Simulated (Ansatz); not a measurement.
# Nickel, dhcp under LDA: structure, energy and stiffness

The plan for nickel in the dhcp structure: relax it, solve it on a dense k-mesh, then scale the cell to 7 volumes from 88 to 112 % of the relaxed one and try a fit of the equation of state. The start is antiferromagnetic (alternate layers). The k-meshes are 14×14×4 for the relaxation; 20×20×6 for the dense run; 17×17×5 for the volumes.

Method: DFT LDA (PW92), plane waves (420 eV) with PAW, scalar-relativistic; PAW files made under PBE, frozen cores solved again for the functional, in Ansatz 0.2.0.

### Step 1. The system as given

The structure is hexagonal, space group P6_3/mmc (No. 194). The conventional cell has a = 2.492 Å, b = 2.492 Å, c = 8.138 Å, α = 90.00°, β = 90.00°, γ = 120.00°. Around Ni (site symmetry -3m) lie 12 Ni at 2.49 Å. Around Ni (site symmetry -6m2) lie 12 Ni at 2.49 Å.

As a file:

```
CELL_PARAMETERS angstrom
2.49176 0.00000 0.00000
-1.24588 2.15792 0.00000
0.00000 0.00000 8.13807
ATOMIC_POSITIONS crystal
Ni 0.00000 0.00000 0.00000
Ni 0.00000 0.00000 0.50000
Ni 0.33333 0.66667 0.25000
Ni 0.66667 0.33333 0.75000
```

The atoms start with moments of +0.8 ×2, -0.8 ×2 μB.

### Step 2. Relaxing cell and atoms

input.yaml

```yaml
crystal:
  lattice:
    - [2.491755966, 0.0, 0.0]
    - [-1.245877983, 2.1579239666, 0.0]
    - [0.0, 0.0, 8.138074985]
  atoms:
    - { symbol: Ni, position: [0.0, 0.0, 0.0], spin: 0.8 }
    - { symbol: Ni, position: [0.0, 0.0, 0.5], spin: 0.8 }
    - { symbol: Ni, position: [0.3333333333, 0.6666666667, 0.25], spin: -0.8 }
    - { symbol: Ni, position: [0.6666666667, 0.3333333333, 0.75], spin: -0.8 }
hamiltonian:
  xc: lda
  pseudopotentials:
    kind: paw
    azcp:
      Ni: "pseudopotentials/Ni.paw.azcp"
basis:
  ecutwfc: 420
  fft_grid_basis: typed
kpoints:
  mp_grid: { grid: [14, 14, 4], shift: [0, 0, 0] }
magnetization:
  spin_polarized: true
scf:
  occupations: { method: fermi_dirac, width: 0.05 }
relax:
  max_steps: 60
  f_tol: 0.01
  cell: {}
output:
  write_density: true
  write_potential: true
  elf: true
  volumetric_format: npy
```

The runs that follow: Dense single point; Volume × 0.88; Volume × 0.92; Volume × 0.96; Volume × 1.0; Volume × 1.04; Volume × 1.08; Volume × 1.12.

**Question.** What will these runs give? Wanted: space group; conventional cell; volume; shortest distance; gap on the mesh; magnetic state; relative to fcc, ferromagnetic; V₀, B₀, B₀′.

**Answer**, as computed:

| quantity | value |
| --- | --- |
| space group (spins left aside) | P6_3/mmc (No. 194) |
| conventional cell | a = 2.418 Å, c = 7.929 Å (c/a = 3.279) |
| volume | 10.039 Å³/atom |
| shortest distance | 2.418 Å |
| gap on the mesh | none (levels filled in part) |
| magnetic state | ferromagnetic, up to 0.63 μB per atom |
| relative to fcc, ferromagnetic | +12 meV/atom |
| V₀, B₀, B₀′ | 10.043 Å³/atom, 253 GPa, 4.8 |

In words: The relaxation shrank the cell by 8.2 % in volume. It lies 12 meV/atom above the element's reference form at the same level (fcc, ferromagnetic, from a run of its own). The final state is ferromagnetic (largest moment 0.63 μB). That is not the order it started in. Levels at the Fermi energy are filled in part, as in a metal. The fitted modulus is 253 GPa; letting shape and positions relax at each volume could only lower it. The symmetry was held, so the structure may be unstable against distortions that break it.
